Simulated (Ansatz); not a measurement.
## Al3Au under changes of volume

One of the cells (16.640 Å³/atom); the others are scaled copies at fixed shape and fractional positions:

```
Au Al
1.0
    -2.02533    2.02533    4.05660
     2.02533   -2.02533    4.05660
     2.02533    2.02533   -4.05660
Au Al
1 3
Direct
  0.00000 0.00000 0.00000
  0.50000 0.50000 0.00000
  0.25000 0.75000 0.50000
  0.75000 0.25000 0.50000
```

The cell comes from a database or a generator and needn't be the stable form of this composition.

```yaml
Program: Ansatz 0.2.0
Functional: PBE
Potentials_or_basis: Ansatz PAW
Cutoff: "420 eV (not typed: the program's choice for these potentials)"
k_mesh: 9 × 9 × 9
Occupations: fermi-dirac, width 0.05 eV
Spin: no spin polarisation
```

```tsv
volume (Å³/atom)	energy over the lowest point (meV/atom)	pressure (GPa)
15.642	22.35	7.2
15.974	?	?
16.307	2.82	2.4
16.640	0.00	0.4
16.973	1.12	-1.4
17.306	5.77	-3.0
17.638	13.58	-4.5
```

Problem. What does the run at 15.974 Å³/atom give?

Solution. Energy over the lowest point 10.09 meV/atom; pressure 4.7 GPa.

Worked out: A Birch-Murnaghan fit of order 3 (a polynomial in V^(-2/3)) to the other rows has its minimum at 16.71 Å³/atom with B0 = V·E''(V) = 93 GPa and B' = 4.7 at fixed shape and positions, which overstates the stiffness. It gives 10.12 meV/atom at 15.974 Å³/atom, against the run's 10.09, and -dE/dV = 4.7 GPa, against 4.7.

Energies are extrapolated to zero smearing.
